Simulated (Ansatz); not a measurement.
# InSbTe3: the cost of one run

Method: DFT PBE, scalar-relativistic, plane waves, PAW, in Ansatz 0.2.0.

## (1) The structure to begin with

Symmetry: Pm-3m, No. 221, cubic system. The conventional cell has a = 5.537 Å, b = 5.537 Å, c = 5.537 Å, α = 90.00°, β = 90.00°, γ = 90.00°. Around In (site symmetry m-3m) lie 6 Te at 2.77 Å. Around Sb (site symmetry m-3m) lie 12 Te at 3.91 Å. Te (site symmetry 4/mmm) is surrounded by 2 In at 2.77 Å and 4 Sb at 3.91 Å.

Coordinates:

```
CELL_PARAMETERS angstrom
5.53653 0.00000 0.00000
0.00000 5.53653 0.00000
0.00000 0.00000 5.53653
ATOMIC_POSITIONS crystal
In 0.50000 0.50000 0.50000
Sb 0.00000 0.00000 0.00000
Te 0.00000 0.50000 0.50000
Te 0.50000 0.50000 0.00000
Te 0.50000 0.00000 0.50000
```

Recipe of the guess: species swapped into a database cell of ZrBRh3 (Pm-3m, No. 221), with Sb on the Zr sites, In on the B sites and Te on the Rh sites. The dimensions are guesses.

## (2) A first look at the guess

Contents of input.yaml:

```yaml
crystal:
  lattice:
    - [5.53652984, 0.0, 0.0]
    - [0.0, 5.53652984, 0.0]
    - [0.0, 0.0, 5.53652984]
  atoms:
    - { symbol: In, position: [0.5, 0.5, 0.5] }
    - { symbol: Sb, position: [0.0, 0.0, 0.0] }
    - { symbol: Te, position: [0.0, 0.5, 0.5] }
    - { symbol: Te, position: [0.5, 0.5, 0.0] }
    - { symbol: Te, position: [0.5, 0.0, 0.5] }
basis:
  ecutwfc: 420
kpoints:
  mp_grid: { grid: [4, 4, 4] }
hamiltonian:
  xc: pbe
scf:
  occupations: { method: gaussian, width: 0.1 }
  lower_state_search: "off"
output:
  forces: true
  stress: true
  eigenvalues: true
```

Run with:

```bash
$ ansatz run input.yaml --threads 1 --pin off --max-ram 2560MiB --backend cpu --events-out ev --progress --plain --runs-dir out
```

What time and memory should one allow on 1 thread of Intel Xeon at 2.50GHz (Skylake/Cascade Lake), shared host?

About 11 s, with a peak of 0.46 GiB.
